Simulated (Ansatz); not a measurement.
**C3H7Ga: up Jacob's ladder to CCSD(T)**

An exercise on one series of results from a longer session: the logs are not shown, and one member is left open.

Computed with Ansatz 0.2.0, Gaussian basis. Level: functionals in def2-TZVPP, the program's frozen cores in correlated methods.

Levels to be run: LDA (SPW92), PBE-D4, revPBE-D4, BLYP-D4, r2SCAN-D4, B97M-V, PBE0-D4, B3LYP-D4, r2SCANh-D4, r2SCAN0-D4, HSE06-D4, BHLYP-D4, CAM-B3LYP-D4, LC-ωPBE, ωB97X-V, ωB97M-V, B2PLYP, PBE-QIDH; CCSD(T)/def2-SVP; CCSD(T)/def2-TZVPP; MP2/def2-QZVPP; extrapolation to the limit; RPA on PBE.

### Structure used throughout

All runs share one geometry, relaxed beforehand with PBE0-D4 in a triple-zeta def2 set.

SMILES `C=C[CH2][GaH2]`, 11 atoms, charge 0, spin multiplicity 1.

Atoms are counted from 1 here; the program's logs count them from 0.

Bond lengths: C1–C2 1.354 Å, C1–H5 1.082 Å, C1–H6 1.085 Å, C2–C3 1.464 Å, C2–H7 1.089 Å, C3–Ga4 2.025 Å, C3–H8 1.087 Å, C3–H9 1.084 Å, Ga4–H10 1.561 Å, Ga4–H11 1.561 Å. Angles: C2–C1–H5 120.9°, C2–C1–H6 121.6°, H5–C1–H6 117.3°, C1–C2–C3 125.1°, C1–C2–H7 117.2°, C3–C2–H7 116.4°, C2–C3–Ga4 80.5°, C2–C3–H8 115.6°, C2–C3–H9 115.2°, Ga4–C3–H8 108.7°, Ga4–C3–H9 119.9°, H8–C3–H9 113.2°, C3–Ga4–H10 119.7°, C3–Ga4–H11 113.9°, H10–Ga4–H11 126.4°.

Set-up of the first run:

File in.yaml:

```yaml
crystal:
  periodic: [false, false, false]
  atoms:
    - {symbol: C, position_ang: [-0.642713, 1.292495, -0.177310]}
    - {symbol: C, position_ang: [-0.898632, -0.030427, -0.045515]}
    - {symbol: C, position_ang: [-0.188457, -0.940462, 0.854755]}
    - {symbol: Ga, position_ang: [1.316604, -0.494937, -0.424857]}
    - {symbol: H, position_ang: [-1.110048, 1.873790, -0.961523]}
    - {symbol: H, position_ang: [-0.040573, 1.829978, 0.547984]}
    - {symbol: H, position_ang: [-1.532590, -0.492198, -0.800523]}
    - {symbol: H, position_ang: [0.055882, -0.536045, 1.834074]}
    - {symbol: H, position_ang: [-0.582098, -1.949584, 0.896358]}
    - {symbol: H, position_ang: [1.338740, -1.136905, -1.847838]}
    - {symbol: H, position_ang: [2.349185, 0.527295, 0.145097]}
basis:
  gaussian: {orbitals: def2-TZVPP}
hamiltonian: {xc: lda}
output: {orbitals: {seedname: orbitals}}
```

On the command line:

```console
$ ansatz run in.yaml --threads 4 --pin off --events-out ev --progress --plain --max-ram 10444MiB
```

Steps of the session up to this table: LDA; PBE-D4 (GGA); revPBE-D4 (GGA); BLYP-D4 (GGA); r2SCAN-D4 (meta-GGA); B97M-V (meta-GGA); B3LYP-D4 (hybrid); r2SCANh-D4 (hybrid); r2SCAN0-D4 (hybrid); HSE06-D4 (hybrid); BHLYP-D4 (hybrid); CAM-B3LYP-D4 (range-separated); LC-ωPBE (range-separated); ωB97X-V (range-separated); ωB97M-V (range-separated); B2PLYP (double hybrid); PBE-QIDH (double hybrid).

One of the session's tables, all rows but one given; the rest of the session is left out.

It belongs to the step «Orbital energies across the functionals». 

| functional | HOMO (eV) | gap (eV) |
| --- | --- | --- |
| LDA (SPW92) | -5.97 | 4.28 |
| PBE-D4 | -5.79 | 4.32 |
| revPBE-D4 | -5.72 | 4.34 |
| BLYP-D4 | -5.62 | 4.27 |
| r2SCAN-D4 | ? | ? |
| B97M-V | -5.98 | 4.68 |
| PBE0-D4 | -6.77 | 6.17 |
| B3LYP-D4 | -6.57 | 5.74 |
| r2SCANh-D4 | -6.33 | 5.40 |
| r2SCAN0-D4 | -6.89 | 6.43 |
| HSE06-D4 | -6.37 | 5.41 |
| BHLYP-D4 | -7.61 | 7.88 |
| CAM-B3LYP-D4 | -7.99 | 8.35 |
| LC-ωPBE | -9.27 | 10.74 |
| ωB97X-V | -8.94 | 10.30 |
| ωB97M-V | -8.84 | 9.99 |

**Question.** Estimate the row for r2SCAN-D4.

Worked estimate for «HOMO (eV)». Against the share of exact exchange, r2SCANh-D4 (0.1, -6.33), r2SCAN0-D4 (0.25, -6.89) give a slope of -3.73 per unit share; at 0 the line stands at -5.96.

**Answer.** HOMO (eV): -5.96; gap (eV): 4.71. In «HOMO (eV)» the line misses by 0.00.
